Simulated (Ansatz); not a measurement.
# BeCr3 (Pm-3m) in Ansatz: notebook

Runs on BeCr3. Level: PBE. Tasks: single point.

All numbers are computed with Ansatz 0.2.0; they aren't measurements. Logs are shortened: lines on timing, memory, paths and dates and some standing lists are left out, and cuts for length are marked.

### Step 1. Starting point

Symmetry: Pm-3m, No. 221, cubic system. The conventional cell has a = 3.511 Å, b = 3.511 Å, c = 3.511 Å, α = 90.00°, β = 90.00°, γ = 90.00°. Around Cr (site symmetry 4/mmm) lie 8 Cr at 2.48 Å and 4 Be at 2.48 Å. Be (site symmetry m-3m) has 12 Cr at 2.48 Å as nearest neighbours.

The cell comes from a database or a generator and needn't be the stable form of this composition.

### Step 2. Single point, PBE, collinear spin, random start

The input, input.yaml:

```yaml
crystal:
  lattice:
    - [3.511214, 0.0, 0.0]
    - [0.0, 3.511214, 0.0]
    - [0.0, 0.0, 3.511214]
  atoms:
    - { symbol: Cr, position: [0.5, 0.5, 0.0], spin: -1.58 }
    - { symbol: Cr, position: [0.5, 0.0, 0.5], spin: -0.64 }
    - { symbol: Cr, position: [0.0, 0.5, 0.5], spin: 2.84 }
    - { symbol: Be, position: [0.0, 0.0, 0.0] }
hamiltonian:
  xc: pbe
  pseudopotentials: { kind: paw }
magnetization:
  spin_polarized: true
kpoints:
  mp_grid: { grid: [8, 8, 8] }
scf:
  occupations: { method: fermi_dirac, width: 0.05 }
output:
  forces: true
  stress: true
  eigenvalues: true
  write_density: true
  write_potential: true
  elf: true
  volumetric_format: npy
```

Potentials or basis: Ansatz PAW.

Started as:

```
$ ansatz run input.yaml --threads 2 --pin off --max-ram 5632MiB --backend cpu --events-out ev --progress --plain --runs-dir out
```

The program printed:

```text
Warning: RAYON_NUM_THREADS=2 ignored (pool sized by the plan → 2); use --threads N
Engine: ansatz 0.2.0, aarch64-unknown-linux-gnu
Pseudopotentials: kind: paw
Pseudopotential: Cr, paw, valence charge 14, recommended cutoff 420 eV (normal), Cr.paw.azcp
Pseudopotential: Be, paw, valence charge 2, recommended cutoff 420 eV (normal), Be.paw.azcp
Functional definition: PBE
  parameter kappa = 0.804
  parameter beta = 0.06672455060314922
  exchange = pbe_x(kappa = kappa, mu = beta*pi^2/3)
  correlation = pbe_c(beta = beta)
Crystal: 4 atoms, lattice volume = 43.288 Å³
Basis set: ecut = 420 eV, 847 PW (Γ), exchange–correlation on 48×48×48 points (8 copies of the dense FFT grid, shifted against one another)
Bands: 30, of which v1, the nominal top of the filled ones, is band 22 counted from 1 (21 counted from 0)
Symmetry: 8 space group operations
Space group: Pmmm (ITA 47), of the structure as read, at distance tolerance 3.5e-5 Å
Magnetic group: BNS 47.249 (UNI 347), of the structure as read, at distance tolerance 3.5e-5 Å
k-points: 125 of 512
Non-local potential: Cr, projectors of the file, l = 0: 3, l = 1: 2, l = 2: 3, l = 3: 1
Non-local potential: Be, projectors of the file, l = 0: 2, l = 1: 2, l = 2: 1
PAW form: soft (Blöchl's): semilocal exchange-correlation on the pseudo side does not see the compensation charge
PAW one-centre angular grid: Cr, 590 points (default); XC on 64 Gauss nodes
PAW one-centre angular grid: Be, 110 points (default); XC on 64 Gauss nodes
Initial density: superposition of atomic densities (chi_scale 0.1, normalization cell)
Starting moments: Σ|m| = 5.06 μB on 3 of 4 sites
Initial wavefunctions: pseudopotential atomic-orbital guess
Functional: x = pbe(κ = 0.804, μ = 0.2195149727645171), c = pbe(β = 0.06672455060314922)
SCF iter   1: F=—  HF=-10232.050593 eV  |F-HF|=—  |Δ(HF+E_count)|=         —  Δρ=1.27e-1 (↑1.27e-1 ↓1.17e-1)  dr2=2.24e1  dr2_m=7.59e-1  M=0.276 μB ∫|m|=3.208 μB  β_m=0.30  ethr=3.10e-3  ⟨swp⟩=5.3  Hψ=27259  notcnv=0  defer=2
Mixer restart at iter 1: flushing history
preconditioner: auto → Kerker (q_TF=auto, 2.736 Å⁻¹)  [metal: Δε(μ)=0.010 eV  Ē_g=5.522 eV  σ=0.050 eV  W_gap=0.05  n_scr=18 (ndim 8)  ℏωp=25.2 eV  f_vac=0.000  D(μ)=2.40/eV (n_scr^D=26)]
spin=Collinear: Kerker preconditioning applied to the charge; magnetization (m = ρ↑ − ρ↓) channel mixes plain (no charge-response kernel on spin).
[... 20 lines left out ...]
SCF converged after 17 iterations
Magnetization: 0.0000 μB (22.0000 up, 22.0000 down)
Absolute magnetization: 0.0000 μB (∫|ρ↑−ρ↓|, with the PAW one-centre terms)
Spin contamination: 0.0000 ħ² per cell (⟨S²⟩ above its minimum at these occupations)
Per-site moments (μB) at R_I (Å): [(2.0824907836763284e-6, 1.0241563322088212), (-1.618765367404035e-6, 1.0241563322088212), (-4.656809839724432e-7, 1.0241563322088212), (6.128865381885968e-9, 1.0241563322088212)]
Free energy (F): -10225.492741 eV
Harris-Foulkes:  -10225.492741 eV  (|F-HF|=1.26e-10)
Internal energy: -10225.468708 eV  (E = F + TS)
E sigma→0 (E₀):  -10225.480724 eV
Entropy (-TS):   -0.024033 eV (-6.008 meV/atom)
Fermi energy:    16.850548 eV
--- Per-component energies (eV) ---
  E_band       = -511.546045
  E_kinetic    = 1052.626397
  E_local      = -4242.516871  (includes V_loc(G=0)·N_el)
  E_nonlocal   = 242.245604
  E_hartree    = 1857.586672
  E_xc         = -440.033447
  E_vxc        = -557.001168  (∫ρ·V_xc dr)
  E_paw        = -3645.784454  (= ΣΔE_a)
  E_vpaw       = -722.074786  (= ΣTr[D̂ρ^β])
  E_aug_tail   = 0.001238  (compensation charges beyond the density's cutoff)
  E_ewald      = -5049.593848
  E_smearing   = -0.024033  (= −TS)
  E_closure    = -0.000000  (closes the sum)
  Σ components = -10225.492741   (vs F -10225.492741, Δ=0.00e0)
--- Forces (eV/Å), atoms counted from 1 ---
  atom   1  Cr    -0.00000000     0.00000000     0.00000000
  atom   2  Cr     0.00000000     0.00000000     0.00000000
  atom   3  Cr    -0.00000000     0.00000000     0.00000000
  atom   4  Be    -0.00000000     0.00000000     0.00000000
  max |Σ_I F_I| component: 1.62e-29 eV/Å
--- Stress (GPa, compression-positive) ---
       -0.554476       0.000000       0.000000
        0.000000      -0.554453       0.000000
        0.000000       0.000000      -0.554441
  P = ⅓ Tr σ = -0.5545 GPa (-5.545 kbar)
--- Band table (eV; the first three rows and the last of 250) ---
  k-point 0 ↑: bands = ["-54.8650", "-54.6168", "-54.6168", "-26.4701", "-26.4701", "-26.4701", "-25.9976", "-25.9976", "-25.9976", "-25.7285", "-25.7285", "-25.7285", "8.4405", "11.8175", "13.7985", "13.7985", "13.9041", "13.9041", "13.9041", "17.4440", "17.4440", "17.4440", "18.5859", "18.5859", "18.5859", "18.6549", "18.6549", "19.4266", "19.8098", "19.8098"]
  k-point 1 ↑: bands = ["-54.8566", "-54.6251", "-54.6167", "-26.4539", "-26.4539", "-26.4453", "-26.0031", "-26.0031", "-26.0000", "-25.7599", "-25.7400", "-25.7400", "8.6424", "11.9523", "13.6724", "13.9651", "13.9681", "13.9681", "13.9702", "17.0334", "17.0334", "17.3544", "18.1021", "18.6172", "18.6291", "18.6291", "18.6587", "19.2873", "19.8103", "20.2128"]
  k-point 2 ↑: bands = ["-54.8334", "-54.6483", "-54.6163", "-26.4102", "-26.4102", "-26.3734", "-26.0211", "-26.0211", "-26.0060", "-25.8476", "-25.7677", "-25.7677", "9.2258", "12.2839", "13.2716", "14.1264", "14.1332", "14.1332", "14.4436", "16.4780", "16.4780", "17.1245", "17.3710", "18.1581", "18.2699", "18.2699", "18.6284", "18.9258", "19.8112", "21.3400"]
  k-point 124 ↓: bands = ["-54.6973", "-54.6973", "-54.6973", "-26.7364", "-26.4064", "-26.4064", "-26.4064", "-25.7507", "-25.7507", "-25.7504", "-25.7504", "-25.7504", "11.5292", "13.4284", "13.4284", "13.4284", "15.8314", "15.8314", "15.8314", "16.0149", "16.0149", "16.0149", "17.3410", "17.3410", "17.3410", "17.8277", "18.0267", "18.0267", "19.4558", "19.4558"]
```

rho_z.tsv:

```text
# z_ang	rho[e/angstrom^3]	rho_spin[e/angstrom^3]
# format = ansatz-planar-average/11
# lattice	3.511214000	0.000000000	0.000000000
# lattice	0.000000000	3.511214000	0.000000000
# lattice	0.000000000	0.000000000	3.511214000
# sites	4
# site	24	1.755607000	1.755607000	0.000000000
# site	24	1.755607000	0.000000000	1.755607000
# site	24	0.000000000	1.755607000	1.755607000
# site	4	0.000000000	0.000000000	0.000000000
0.000000	1.331764e0	2.679609e-7
0.146301	1.228861e0	2.359284e-7
0.292601	9.739456e-1	1.640609e-7
0.438902	6.885145e-1	9.410353e-8
0.585202	4.749587e-1	4.509963e-8
0.731503	3.715250e-1	1.198749e-8
[... 16 lines left out ...]
3.218613	9.739456e-1	1.640609e-7
3.364913	1.228861e0	2.359284e-7
```

v_z.tsv:

```text
# z_ang	v_es[eV]	v_tot_up[eV]	v_tot_dn[eV]
# format = ansatz-planar-average/11
# xc	pbe
# density_cutoff_ev	1680
# datasets	Cr=:simpson_from_first_knot:soft	Be=:simpson_from_first_knot:soft
# lattice	3.511214000	0.000000000	0.000000000
# lattice	0.000000000	3.511214000	0.000000000
# lattice	0.000000000	0.000000000	3.511214000
# sites	4
# site	24	1.755607000	1.755607000	0.000000000
# site	24	1.755607000	0.000000000	1.755607000
# site	24	0.000000000	1.755607000	1.755607000
# site	4	0.000000000	0.000000000	0.000000000
0.000000	4.881989e0	-7.948512e0	-7.948511e0
0.146301	5.409345e0	-7.309985e0	-7.309984e0
0.292601	6.836407e0	-5.559886e0	-5.559885e0
0.438902	8.837210e0	-3.123562e0	-3.123561e0
0.585202	1.095526e1	-6.212086e-1	-6.212085e-1
0.731503	1.251956e1	1.277398e0	1.277398e0
[... 16 lines left out ...]
3.218613	6.836407e0	-5.559886e0	-5.559885e0
3.364913	5.409345e0	-7.309985e0	-7.309984e0
```

It took 46 s on 2 threads of Arm Neoverse V2, shared host; peak memory 0.64 GiB.

Results:

```
Free energy            : -10225.4927 eV
Pressure               : -0.6 GPa
Band gap on the k mesh : none (metal or under the smearing width)
Net moment             : 0.00 μB per cell
Absolute moment        : 0.00 μB per cell
```

Caveat: the starting moments collapsed, and a magnetic state may lie lower; the starting moments weren't kept.

### Step 3. Single point, PBE, non-collinear spin, random start

The input, input.yaml:

```yaml
crystal:
  lattice:
    - [3.511214, 0.0, 0.0]
    - [0.0, 3.511214, 0.0]
    - [0.0, 0.0, 3.511214]
  atoms:
    - { symbol: Cr, position: [0.5, 0.5, 0.0], spin: 1.58, spin_axis: [0.824, 1.224, 0.564] }
    - { symbol: Cr, position: [0.5, 0.0, 0.5], spin: 0.64, spin_axis: [0.517, 0.064, 0.372] }
    - { symbol: Cr, position: [0.0, 0.5, 0.5], spin: 2.84, spin_axis: [-1.646, 1.242, -1.953] }
    - { symbol: Be, position: [0.0, 0.0, 0.0] }
hamiltonian:
  xc: pbe
  pseudopotentials: { kind: paw }
magnetization:
  noncollinear: true
  spin_orbit: false
kpoints:
  mp_grid: { grid: [6, 6, 6] }
scf:
  occupations: { method: fermi_dirac, width: 0.05 }
output:
  forces: true
  stress: true
  eigenvalues: true
```

Potentials or basis: Ansatz PAW.

Started as:

```
$ ansatz run input.yaml --threads 2 --pin off --max-ram 5632MiB --backend cpu --events-out ev --progress --plain --runs-dir out
```

The program printed:

```text
Warning: RAYON_NUM_THREADS=2 ignored (pool sized by the plan → 2); use --threads N
[... 6 set-up lines as earlier in the session ...]
[... 86 lines left out ...]
  atom   2  Cr     0.00000000     0.00000000     0.00000000
  atom   3  Cr     0.00000000     0.00000000     0.00000000
  atom   4  Be     0.00000000     0.00000000     0.00000000
  max |Σ_I F_I| component: 0.00e0 eV/Å
--- Stress (GPa, compression-positive) ---
       -0.652927       0.000000       0.000000
        0.000000      -0.652942       0.000000
        0.000000       0.000000      -0.652945
  P = ⅓ Tr σ = -0.6529 GPa (-6.529 kbar)
--- Band table (eV; the first three rows and the last of 64) ---
  k-point 0: bands = ["-54.8630", "-54.8629", "-54.6147", "-54.6147", "-54.6147", "-54.6147", "-26.4690", "-26.4690", "-26.4690", "-26.4690", "-26.4690", "-26.4690", "-25.9944", "-25.9944", "-25.9944", "-25.9944", "-25.9944", "-25.9944", "-25.7275", "-25.7275", "-25.7275", "-25.7275", "-25.7275", "-25.7275", "8.4414", "8.4414", "11.8147", "11.8147", "13.8004", "13.8004", "13.8004", "13.8004", "13.9040", "13.9040", "13.9040", "13.9040", "13.9040", "13.9040", "17.4464", "17.4464", "17.4464", "17.4464", "17.4464", "17.4464", "18.5888", "18.5888", "18.5888", "18.5888", "18.5888", "18.5888", "18.6545", "18.6545", "18.6545", "18.6545"]
  k-point 1: bands = ["-54.8483", "-54.8483", "-54.6293", "-54.6293", "-54.6145", "-54.6145", "-26.4407", "-26.4407", "-26.4407", "-26.4407", "-26.4251", "-26.4251", "-26.0044", "-26.0044", "-26.0044", "-26.0044", "-25.9986", "-25.9986", "-25.7826", "-25.7826", "-25.7472", "-25.7472", "-25.7472", "-25.7472", "8.7979", "8.7979", "12.0474", "12.0474", "13.5716", "13.5716", "14.0100", "14.0100", "14.0151", "14.0151", "14.0151", "14.0151", "14.1011", "14.1011", "16.8353", "16.8353", "16.8353", "16.8353", "17.2917", "17.2917", "17.8618", "17.8618", "18.5020", "18.5021", "18.5525", "18.5525", "18.5525", "18.5525", "18.6584", "18.6584"]
  k-point 2: bands = ["-54.8104", "-54.8104", "-54.6671", "-54.6671", "-54.6140", "-54.6140", "-26.3725", "-26.3725", "-26.3725", "-26.3725", "-26.3020", "-26.3020", "-26.0369", "-26.0369", "-26.0369", "-26.0369", "-26.0070", "-26.0070", "-25.9281", "-25.9281", "-25.7857", "-25.7857", "-25.7857", "-25.7857", "9.7951", "9.7951", "12.3613", "12.3613", "12.9978", "12.9978", "14.2559", "14.2559", "14.2599", "14.2599", "14.2599", "14.2599", "14.8591", "14.8591", "16.2305", "16.2305", "16.2305", "16.2305", "16.9493", "16.9493", "16.9832", "16.9832", "17.7426", "17.7426", "17.9382", "17.9382", "17.9382", "17.9382", "18.4096", "18.4096"]
  k-point 63: bands = ["-54.6952", "-54.6952", "-54.6952", "-54.6952", "-54.6952", "-54.6952", "-26.7376", "-26.7376", "-26.4033", "-26.4033", "-26.4033", "-26.4033", "-26.4033", "-26.4033", "-25.7517", "-25.7517", "-25.7517", "-25.7517", "-25.7471", "-25.7471", "-25.7471", "-25.7471", "-25.7471", "-25.7471", "11.5323", "11.5323", "13.4274", "13.4274", "13.4274", "13.4274", "13.4274", "13.4274", "15.8342", "15.8342", "15.8342", "15.8342", "15.8342", "15.8342", "16.0165", "16.0165", "16.0165", "16.0165", "16.0165", "16.0165", "17.3402", "17.3402", "17.3402", "17.3402", "17.3402", "17.3402", "17.8230", "17.8230", "18.0298", "18.0298"]
```

Run time: 74 s. Hardware: 2 threads of Arm Neoverse V2, shared host; peak memory 0.54 GiB.

Results:

- Free energy: -10225.4927 eV
- Pressure: -0.7 GPa
- Band gap on the k mesh: none (metal or under the smearing width)
- Net moment: 0.00 μB per cell
- Absolute moment: 0.00 μB per cell

Moments on the atoms (μB; x, y, z):
```
Cr  0.00 0.00 0.00
Cr  0.00 0.00 0.00
Cr  0.00 0.00 0.00
Be  0.00 0.00 0.00
```

Caveat: the starting moments collapsed, and a magnetic state may lie lower; the starting moments weren't kept.
